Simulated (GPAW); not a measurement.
The system is MoI.

```xyz
2
Lattice="0.0000 3.1789 3.1789 3.1789 0.0000 3.1789 3.1789 3.1789 0.0000" Properties=species:S:1:pos:R:3 pbc="T T T"
Mo    0.0000    0.0000    0.0000
I     4.7683    4.7683    4.7683
```

The cell was built by a generator and needn't be a form met in nature.

Base run:

| Property | Result |
| --- | --- |
| Program | GPAW 26.7.0 |
| Functional | revPBE |
| Potentials or basis | the program's PAW data sets (release 1.2.1) made for this functional |
| Cutoff | 600 eV |
| Basis | pw |
| k mesh | 7 × 7 × 7 |
| Occupations | fermi-dirac, width 0.05 eV |
| Spin | no spin polarisation |

Its results: pressure -5.8 GPa.

Question: After a change of settings the same cell gave: pressure -9.8 GPa. Which change was it?
A. functional from revPBE to LDA
B. functional from revPBE to r2SCAN; potentials or basis from the program's PAW data sets (release 1.2.1) made for this functional to GPAW PAW data sets (gpaw-data 1.2.1)
C. functional from revPBE to PBE; potentials or basis from the program's PAW data sets (release 1.2.1) made for this functional to GPAW PAW data sets (gpaw-data 1.2.1)
D. functional from revPBE to PBEsol; potentials or basis from the program's PAW data sets (release 1.2.1) made for this functional to PAW data sets generated in the run's folder for this functional

Answer: D.

Caveats: an odd number of electrons without spin polarisation forces a metal; a magnetic or distorted state may lie lower.
